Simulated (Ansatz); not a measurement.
**TlIn: substituted relatives**

An exercise on one series of results from a longer session: the logs are not shown, and one member is left open.

Program: Ansatz 0.2.0. Level of theory: DFT PBEsol, scalar-relativistic, plane waves, PAW. These are calculated values, not measurements.

1 further run of the same task is left out (set aside as unsound or not needed).

## The structure to begin with

It takes space group R-3m (No. 166, trigonal). The conventional cell has a = 3.362 Å, b = 3.362 Å, c = 16.536 Å, α = 90.00°, β = 90.00°, γ = 120.00°. Tl (site symmetry -3m) has 6 Tl at 3.36 Å and 6 In at 3.37 Å as nearest neighbours. In (site symmetry -3m) has 6 In at 3.36 Å and 6 Tl at 3.37 Å as nearest neighbours.

As a file:

```cif
data_structure
_symmetry_space_group_name_H-M 'R-3m:H'
_symmetry_Int_Tables_number 166
_cell_length_a 3.3620
_cell_length_b 3.3620
_cell_length_c 16.5356
_cell_angle_alpha 90.000
_cell_angle_beta 90.000
_cell_angle_gamma 120.000
_cell_volume 161.87
loop_
_atom_site_label
_atom_site_type_symbol
_atom_site_symmetry_multiplicity
_atom_site_Wyckoff_symbol
_atom_site_fract_x
_atom_site_fract_y
_atom_site_fract_z
_atom_site_occupancy
Tl1 Tl 3 b 0.66667 0.33333 0.83333 1
In1 In 3 a 0.00000 0.00000 0.00000 1
```

It goes back to an entry of the Materials Project, which need not be the stable form.

This cell was relaxed beforehand with the same method: volume 26.98 Å³/atom, gap on the mesh none (metal).

The first run:

The input, input.yaml:

```yaml
crystal:
  lattice:
    - [1.869977364, 1.0796319345, 6.1314695869]
    - [-1.869977364, 1.0796319345, 6.1314695869]
    - [0.0, -2.159263869, 6.1314695869]
  atoms:
    - { symbol: Tl, position: [0.5, 0.5, 0.5] }
    - { symbol: "Y", position: [0.0, 0.0, 0.0] }
basis:
  ecutwfc: 420
kpoints:
  mp_grid: { grid: [6, 6, 6] }
hamiltonian:
  xc: pbesol
scf:
  occupations: { method: gaussian, width: 0.1 }
output:
  forces: true
  stress: true
  eigenvalues: true
```

Steps of the session up to this table: A first look at the start (YTl); The relaxation (YTl); Second relaxation (YTl); A first look at the start (AlIn); Full relaxation (AlIn).

One of the session's tables, all rows but one given; the rest of the session is left out.

Lengths are those of the vectors of the cell that was run:

```
            swap  volume (Å³/atom)  a (Å)  b (Å)  c (Å)
            none             26.98  5.844  5.844  5.844
         In → Ga             23.71  5.207  5.207  5.207
In → Ga, Tl → Al             16.71  4.850  4.850  4.850
         In → Al                 ?      ?      ?      ?
          In → Y             28.11  5.159  5.159  5.159
         Tl → Al             21.20  5.360  5.360  5.360
```

**Question.** Estimate the row for In → Al.

**Answer.** volume (Å³/atom): 23.05; a (Å): 5.484; b (Å): 5.484; c (Å): 5.484. In the column «volume (Å³/atom)» it lies between Tl → Al (21.20) and In → Ga (23.71).

Lengths are those of the computed cell. Rows of earlier swaps come from the sessions before.
